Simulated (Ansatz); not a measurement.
# UMP2/def2-SVP run of CH4ClGe (SMILES [CH3][GeH][Cl])

Aim: the vertical ionisation energy of CH4ClGe at UMP2/def2-SVP, from 2 runs. 

The calculation is run with Ansatz 0.2.0.

68 further runs of the same task are left out: 68 set aside as unsound or not needed.

## Step 1: The system as given

The species is CH4ClGe (7 atoms), meant as a doublet with charge 0. As SMILES, `[CH3][GeH][Cl]`. The shape is that of a PBE0-D4/def2-TZVP optimisation.

Bond lengths: C1–Ge2 1.957 Å, Ge2–Cl3 2.169 Å, C1–H4 1.092 Å, C1–H5 1.089 Å, C1–H6 1.091 Å, Ge2–H7 1.553 Å. Angles: C1–Ge2–Cl3 107.0°, C1–Ge2–H7 112.6°, Cl3–Ge2–H7 105.6°, Ge2–C1–H4 108.6°, Ge2–C1–H5 110.0°, Ge2–C1–H6 109.8°, H4–C1–H5 109.4°, H4–C1–H6 109.5°, H5–C1–H6 109.6°.

## Step 2: The energy at UMP2/def2-SVP

The input, run.yaml:

```yaml
basis:
  gaussian: {orbitals: def2-SVP}
crystal:
  periodic: [false, false, false]
  atoms:
    - symbol: C
      position_ang: [-0.733100, 0.438400, -0.261900]
    - symbol: Ge
      position_ang: [0.705400, -0.885500, -0.183100]
    - symbol: Cl
      position_ang: [1.017000, -1.361700, 1.909500]
    - symbol: H
      position_ang: [-0.433400, 1.314500, 0.317300]
    - symbol: H
      position_ang: [-1.646200, 0.021400, 0.160800]
    - symbol: H
      position_ang: [-0.909900, 0.729400, -1.298200]
    - symbol: H
      position_ang: [2.061400, -0.324500, -0.690100]
correlation: {method: mp2, frozen_orbitals: {C: 1, Cl: 5, Ge: 9, H: 0}}
accuracy: high
magnetization: {spin_polarized: true, initial_magnetization: 1}
```

The run is started by

```bash
$ ansatz run run.yaml --threads 1 --pin off --max-ram 3480MiB --events-out events.jsonl --progress --plain --runs-dir runs
```

Standard output:

```text
Warning: RAYON_NUM_THREADS=1 ignored (pool sized by the plan → 1); use --threads N
Functional definition: HF
  name "HF"
  exchange = exact_x
  correlation = 0
1779 factors; integrals over basis functions are off by at most 4.7e-9 eV
mean field evaluation 1: about -70057.7971 eV, gradient 1.6e1 eV
mean field evaluation 2: about -70057.8319 eV, gradient 1.6e1 eV
mean field evaluation 4: about -70059.6060 eV, gradient 2.1e0 eV
mean field evaluation 8: about -70059.6574 eV, gradient 2.6e-3 eV
mean field -70059.65735384 eV, -2574.6449196123 hartree, gradient 1.6e-8 eV, S^2 0.753627; 0 other end points of the search recorded, 0 dependent functions left out
15 core orbitals not correlated: weight in the atoms' cores, before any rotation towards them, 1.000 or more for the frozen orbitals, at most 0.000 for the correlated occupied ones
reference -70059.65735384 eV, -2574.6449196123 hartree; 15, 14 occupied and 54, 55 virtual orbitals, 1779 factors
second order -13.32539238 eV of doubles, -0.00000000 eV of singles
Total energy: -70072.98274622 eV, -2575.1346187500 hartree
```

Wall time 3.9 s (1 thread of Arm Neoverse V1, shared host); peak memory 0.31 GiB.

## Step 3: The singlet cation at the same level

The input, run.yaml:

```yaml
crystal:
  periodic: [false, false, false]
  atoms:
    - {symbol: C, position_ang: [-0.733100, 0.438400, -0.261900]}
    - {symbol: Ge, position_ang: [0.705400, -0.885500, -0.183100]}
    - {symbol: Cl, position_ang: [1.017000, -1.361700, 1.909500]}
    - {symbol: H, position_ang: [-0.433400, 1.314500, 0.317300]}
    - {symbol: H, position_ang: [-1.646200, 0.021400, 0.160800]}
    - {symbol: H, position_ang: [-0.909900, 0.729400, -1.298200]}
    - {symbol: H, position_ang: [2.061400, -0.324500, -0.690100]}
basis:
  gaussian:
    orbitals: def2-SVP
total_charge: 1
correlation:
  method: mp2
  frozen_orbitals: {C: 1, Cl: 5, Ge: 9, H: 0}
accuracy: high
```

The run is started by

```bash
$ ansatz run run.yaml --threads 1 --pin off --max-ram 3480MiB --events-out events.jsonl --progress --plain --runs-dir runs
```

Standard output:

```text
Warning: RAYON_NUM_THREADS=1 ignored (pool sized by the plan → 1); use --threads N
[... 4 set-up lines as earlier in the session ...]
1778 factors; integrals over basis functions are off by at most 4.7e-9 eV
mean field evaluation 1: about -70047.5680 eV, gradient 3.5e1 eV
mean field evaluation 2: about -70047.6056 eV, gradient 3.5e1 eV
mean field evaluation 4: about -70051.3819 eV, gradient 3.0e0 eV
mean field evaluation 8: about -70051.4266 eV, gradient 1.1e-1 eV
mean field -70051.42674770 eV, -2574.3424504155 hartree, gradient 5.6e-8 eV, S^2 0.000000; 0 other end points of the search recorded, 0 dependent functions left out
15 core orbitals not correlated: weight in the atoms' cores, before any rotation towards them, 1.000 or more for the frozen orbitals, at most 0.000 for the correlated occupied ones
reference -70051.42674770 eV, -2574.3424504155 hartree; 14, 14 occupied and 55, 55 virtual orbitals, 1778 factors
second order -13.35443671 eV of doubles, -0.00000000 eV of singles
Total energy: -70064.78118441 eV, -2574.8332169128 hartree
```

Run time: 2.9 s. Hardware: 1 thread of Arm Neoverse V1, shared host; peak memory 0.23 GiB.

## Step 4: What came out

At UMP2/def2-SVP, 15 core orbitals frozen:

```
                                                     quantity           value
                                doublet CH4ClGe: total energy  -2575.13462 Eh
doublet CH4ClGe: correlation energy (15 core orbitals frozen)      -489.7 mEh
           doublet CH4ClGe: ⟨S²⟩ of the reference determinant           0.754
                                 singlet cation: total energy  -2574.83322 Eh
 singlet cation: correlation energy (15 core orbitals frozen)      -490.8 mEh
           vertical ionisation energy (to the singlet cation)        8.202 eV
```

What this shows: Removing an electron at fixed nuclei costs 8.20 eV (791 kJ/mol). Only the singlet of the ionised species was computed; a triplet could lie lower.
